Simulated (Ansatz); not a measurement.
# TlBiH6: the cost of one run

Program: Ansatz 0.2.0. Level of theory: DFT PBE, scalar-relativistic, plane waves, PAW. These are calculated values, not measurements.

## Step 1: The starting structure

It takes space group Immm (No. 71, orthorhombic). Conventional cell: a = 4.511 Å, b = 5.556 Å, c = 8.621 Å, α = 90.00°, β = 90.00°, γ = 90.00°. Tl (site symmetry mmm) is surrounded by 12 H at 2.80 to 3.09 Å. Bi (site symmetry mmm) is surrounded by 12 H at 2.63 to 2.80 Å. H (site symmetry -1) has 6 H at 1.96 to 2.78 Å and 2 Tl at 2.80 Å and 2 Bi at 2.80 Å as nearest neighbours. H (site symmetry mm2) is surrounded by 5 H at 1.96 to 2.72 Å and 2 Bi at 2.63 Å.

As a file:

```cif
data_structure
_symmetry_space_group_name_H-M 'Immm'
_symmetry_Int_Tables_number 71
_cell_length_a 4.5108
_cell_length_b 5.5565
_cell_length_c 8.6207
_cell_angle_alpha 90.000
_cell_angle_beta 90.000
_cell_angle_gamma 90.000
_cell_volume 216.07
loop_
_atom_site_label
_atom_site_type_symbol
_atom_site_symmetry_multiplicity
_atom_site_Wyckoff_symbol
_atom_site_fract_x
_atom_site_fract_y
_atom_site_fract_z
_atom_site_occupancy
Tl1 Tl 2 c 0.50000 0.50000 0.00000 1
Bi1 Bi 2 a 0.00000 0.00000 0.00000 1
H1 H 8 k 0.25000 0.25000 0.75000 1
H2 H 4 j 0.00000 0.50000 0.65752 1
```

Recipe of the guess: random cell by space group and Wyckoff sites (Immm, No. 71). Its size is a rough estimate.

## Step 2: Probe: one point on a coarse mesh

Contents of input.yaml:

```yaml
crystal:
  lattice:
    - [-2.25541322, 2.77824405, 4.31036818]
    - [2.25541322, -2.77824405, 4.31036818]
    - [2.25541322, 2.77824405, -4.31036818]
  atoms:
    - { symbol: Tl, position: [0.5, 0.5, 0.0] }
    - { symbol: Bi, position: [0.0, 0.0, 0.0] }
    - { symbol: H, position: [0.0, 0.0, 0.5] }
    - { symbol: H, position: [0.0, 0.5, 0.0] }
    - { symbol: H, position: [0.5, 0.5, 0.5] }
    - { symbol: H, position: [0.5, 0.0, 0.0] }
    - { symbol: H, position: [0.15751603, 0.65751603, 0.5] }
    - { symbol: H, position: [0.84248397, 0.34248397, 0.5] }
basis:
  ecutwfc: 420
kpoints:
  mp_grid: { grid: [6, 6, 6] }
hamiltonian:
  xc: pbe
scf:
  occupations: { method: gaussian, width: 0.1 }
  lower_state_search: "off"
output:
  forces: true
  stress: true
  eigenvalues: true
```

Command:

```
$ ansatz run input.yaml --threads 1 --pin off --max-ram 2560MiB --backend cpu --events-out ev --progress --plain --runs-dir out
```

What time and memory should one allow on 1 thread of Intel Xeon 6975P-C (Granite Rapids), shared host?

About 5.3 s, with a peak of 0.47 GiB.
